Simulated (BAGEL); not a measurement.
**GeH2OF2 (SMILES [OH][GeH]([F])[F]) at HF/def2-SVP (density fitting with qzvpp-jkfit)**

Aim: the vertical ionisation energy of GeH2OF2 at HF/def2-SVP (density fitting with qzvpp-jkfit), from 2 runs. 

The calculation is run with BAGEL 1.2.2.

## Step 1: The molecule

GeH2OF2 has 6 atoms, charge 0, and is taken as a singlet. SMILES: `[OH][GeH]([F])[F]`. The shape is that of a PBE0-D4/def2-TZVP optimisation. This is one conformer, not always the lowest.

Bond lengths: O1–Ge2 1.742 Å, Ge2–F3 1.720 Å, Ge2–F4 1.720 Å, O1–H5 0.961 Å, Ge2–H6 1.516 Å. Angles: O1–Ge2–F3 109.3°, O1–Ge2–F4 109.3°, F3–Ge2–F4 103.5°, O1–Ge2–H6 111.4°, F3–Ge2–H6 111.5°, F4–Ge2–H6 111.5°, Ge2–O1–H5 114.0°.

## Step 2: The energy at HF/def2-SVP (density fitting with qzvpp-jkfit)

hf.json

```json
{ "bagel" : [

{
  "title" : "molecule",
  "basis" : "svp",
  "df_basis" : "qzvpp-jkfit",
  "angstrom" : true,
  "geometry" : [
    { "atom" : "O", "xyz" : [    0.086400,    1.049000,   -0.909900 ] },
    { "atom" : "Ge", "xyz" : [    0.075900,   -0.102300,    0.396800 ] },
    { "atom" : "F", "xyz" : [    1.042800,   -1.459100,   -0.031500 ] },
    { "atom" : "F", "xyz" : [   -1.502300,   -0.768100,    0.556400 ] },
    { "atom" : "H", "xyz" : [   -0.207700,    0.688000,   -1.751000 ] },
    { "atom" : "H", "xyz" : [    0.546800,    0.528400,    1.692900 ] }
  ]
},
{
  "title" : "hf"
},
{
  "title" : "print",
  "file" : "orbitals.molden",
  "orbitals" : true
}

]}
```

Run with:

```console
BAGEL_NUM_THREADS=1 BAGEL hf.json > hf.out
```

What it wrote:

```text
* using 1 threads per process

  ===============================================================
  ===============================================================

  *** Geometry ***

  { "atom" : "O", "xyz" : [      0.163272,      1.982323,     -1.719462 ] },
  { "atom" : "Ge", "xyz" : [      0.143430,     -0.193319,      0.749843 ] },
  { "atom" : "F", "xyz" : [      1.970606,     -2.757299,     -0.059526 ] },
  { "atom" : "F", "xyz" : [     -2.838936,     -1.451499,      1.051444 ] },
  { "atom" : "H", "xyz" : [     -0.392496,      1.300132,     -3.308910 ] },
  { "atom" : "H", "xyz" : [      1.033302,      0.998531,      3.199117 ] },

  Number of auxiliary basis functions:      533

  Since a DF basis is specified, we compute 2- and 3-index integrals:
    o Being stored without compression. Storage requirement is 0.030 GB

  Number of basis functions:       84
  Number of electrons      :       60

    * METHOD: MOLECULE                             0.24

  *** RHF ***

  === Nuclear Repulsion ===
   329.1601166096

      * DIIS with orbital gradients will be used.

  === RHF iteration (svp) ===
      0      -2349.56294360          0.02469417           0.09
      1      -2349.75435534          0.01661995           0.09
      2      -2349.88596089          0.00107805           0.09
      3      -2349.88685481          0.00043084           0.09
      4      -2349.88695101          0.00008373           0.09
      5      -2349.88695921          0.00002224           0.09
      6      -2349.88695996          0.00000445           0.09
      7      -2349.88695998          0.00000156           0.09
      8      -2349.88695998          0.00000040           0.09
      9      -2349.88695998          0.00000007           0.09
     10      -2349.88695998          0.00000002           0.09
     11      -2349.88695998          0.00000001           0.09
    * SCF iteration converged.

    * Permanent dipole moment:
           (   -0.135968,    -0.500224,    -0.005429) a.u.

    * METHOD: HF                                   1.28

    * METHOD: PRINT                                0.01

  ===============================================================
```

It took 1.7 s on 1 thread of Arm Neoverse V2, shared host; peak memory 0.13 GiB.

## Step 3: The doublet cation at the same level

hf.json: that of step 2 with these lines changed.

```diff
@@ -6,3 +6,3 @@
   "df_basis" : "qzvpp-jkfit",
-  "angstrom" : true,
+  "angstrom" : "true",
   "geometry" : [
@@ -16,10 +16,4 @@
 },
-{
-  "title" : "hf"
-},
-{
-  "title" : "print",
-  "file" : "orbitals.molden",
-  "orbitals" : true
-}
+{ "title" : "uhf", "charge" : 1, "nopen" : 1 },
+{ "title" : "print", "file" : "orbitals.molden", "orbitals" : "true" }
```

Run with:

```console
BAGEL_NUM_THREADS=1 BAGEL hf.json > hf.out
```

What it wrote:

```text
* using 1 threads per process

  ===============================================================
  ===============================================================

  *** Geometry ***

  { "atom" : "O", "xyz" : [      0.163272,      1.982323,     -1.719462 ] },
  { "atom" : "Ge", "xyz" : [      0.143430,     -0.193319,      0.749843 ] },
  { "atom" : "F", "xyz" : [      1.970606,     -2.757299,     -0.059526 ] },
  { "atom" : "F", "xyz" : [     -2.838936,     -1.451499,      1.051444 ] },
  { "atom" : "H", "xyz" : [     -0.392496,      1.300132,     -3.308910 ] },
  { "atom" : "H", "xyz" : [      1.033302,      0.998531,      3.199117 ] },

  Number of auxiliary basis functions:      533

  Since a DF basis is specified, we compute 2- and 3-index integrals:
    o Being stored without compression. Storage requirement is 0.030 GB

  Number of basis functions:       84
  Number of electrons      :       60

    * METHOD: MOLECULE                             0.24

  *** Open-shell HF ***

  === Nuclear Repulsion ===
   329.1601166096

      * DIIS with orbital gradients will be used.

  === UHF iteration (svp) ===
      0      -2349.00504746          0.04906527           0.18
      1      -2349.18736256          0.03860780           0.18
      2      -2349.27862102          0.02763772           0.17
      3      -2349.37124384          0.00131983           0.17
      4      -2349.37239696          0.00066226           0.18
      5      -2349.37280825          0.00029184           0.18
      6      -2349.37291199          0.00015241           0.17
      7      -2349.37294709          0.00011609           0.18
      8      -2349.37296705          0.00008674           0.18
      9      -2349.37299286          0.00008199           0.17
     10      -2349.37302000          0.00006885           0.17
     11      -2349.37304581          0.00006139           0.17
     12      -2349.37308501          0.00004891           0.17
     13      -2349.37311485          0.00003304           0.17
     14      -2349.37311863          0.00003283           0.18
     15      -2349.37312409          0.00002178           0.18
     16      -2349.37312498          0.00002413           0.18
     17      -2349.37312636          0.00000771           0.18
     18      -2349.37312644          0.00000302           0.18
     19      -2349.37312645          0.00000150           0.18
     20      -2349.37312646          0.00000098           0.18
     21      -2349.37312646          0.00000063           0.18
     22      -2349.37312646          0.00000039           0.17
     23      -2349.37312646          0.00000033           0.18
     24      -2349.37312647          0.00000028           0.18
     25      -2349.37312647          0.00000019           0.16
     26      -2349.37312647          0.00000013           0.16
     27      -2349.37312647          0.00000010           0.16
     28      -2349.37312647          0.00000008           0.17
     29      -2349.37312647          0.00000007           0.17
     30      -2349.37312647          0.00000005           0.18
     31      -2349.37312647          0.00000004           0.19
     32      -2349.37312647          0.00000002           0.19
     33      -2349.37312647          0.00000002           0.18
     34      -2349.37312647          0.00000001           0.18
     35      -2349.37312647          0.00000001           0.17
     36      -2349.37312647          0.00000001           0.18
    * SCF iteration converged.

    * S^2 (UHF) is 0.7733

    * Permanent dipole moment:
           (   -0.568772,    -1.131217,    -1.130939) a.u.

    * METHOD: UHF                                  6.74

    * METHOD: PRINT                                0.01

  ===============================================================
```

It took 7.2 s on 1 thread of Arm Neoverse V2, shared host; peak memory 0.13 GiB.

## Step 4: Outcome

At HF/def2-SVP (density fitting with qzvpp-jkfit):

| quantity | value |
| --- | --- |
| singlet GeH2OF2: total energy | -2349.88696 Eh |
| singlet GeH2OF2: dipole moment | 1.32 D |
| singlet GeH2OF2: HOMO energy | -14.75 eV |
| singlet GeH2OF2: LUMO energy | 3.84 eV |
| singlet GeH2OF2: HOMO–LUMO gap | 18.59 eV |
| doublet cation: total energy | -2349.37313 Eh |
| doublet cation: ⟨S²⟩ | 0.773 |
| vertical ionisation energy (to the doublet cation) | 13.982 eV |

**Reading.** The vertical ionisation energy comes to 13.98 eV (322 kcal/mol). −ε(HOMO) before ionisation, 14.75 eV, is 0.77 eV above this ionisation energy.
